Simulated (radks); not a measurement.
**Ga²⁺ in [Ar] 3d10 4f1: an all-electron calculation**

An exercise on one series of results from a longer session: the logs are not shown, and one member is left open.

The numbers are computed with radks (a radial shooting solver on a logarithmic mesh, Libxc functionals) version 1 (Dirac Kohn-Sham, PBE, spin-unpolarised, spherical densities, finite nucleus; open shells are shared between the two j in proportion to 2j + 1), except any that are marked as measured or tabulated.

## The atom as given

- element: gallium (Z = 31)
- charge: +2
- electrons: 29
- configuration: [Ar] 3d10 4f1
- nuclear rms radius: 3.9973 fm

Outer shells as boxes (Hund's rule):

Ga²⁺
```
[Ar] core
3d [↑↓][↑↓][↑↓][↑↓][↑↓]
4f [↑ ][  ][  ][  ][  ][  ][  ]
```

The first run:

The run's settings:

```text
Z 31
configuration [Ar] 3d10 4f1
relativity Dirac
functional pbe,pbe
spin unpolarised
j_filling average
nucleus finite rms 3.9973 fm
c 137.035999084
```

Launch:

```
> python run_ks.py task.json out
```

This one command runs every case of the session in turn.

One table of the session follows, with a row left open; its other results are not shown here.

It belongs to the step «Orbitals and density». Radial moments (bohr):

```
level      <r>  outermost maximum (interpolated)  90 % within  nodes
1s1/2  0.04860                            0.0318       0.0868      0
2s1/2   0.2176                             0.182        0.337      1
2p1/2        ?                                 ?            ?      ?
2p3/2   0.1918                             0.147        0.313      0
3s1/2   0.6518                             0.565        0.976      2
3p1/2   0.6715                             0.562         1.03      1
3p3/2   0.6821                             0.570         1.05      1
3d3/2   0.7846                             0.532         1.34      0
3d5/2   0.7899                             0.535         1.35      0
4f5/2    5.880                              5.35         8.47      0
4f7/2    5.880                              5.35         8.47      0
```

**Question.** Estimate the row for 2p1/2.

**Answer.** <r>: 0.1883; outermost maximum (interpolated): 0.144; 90 % within: 0.308; nodes: 0. In the column «<r>» it lies between 1s1/2 (0.04860) and 2p3/2 (0.1918).
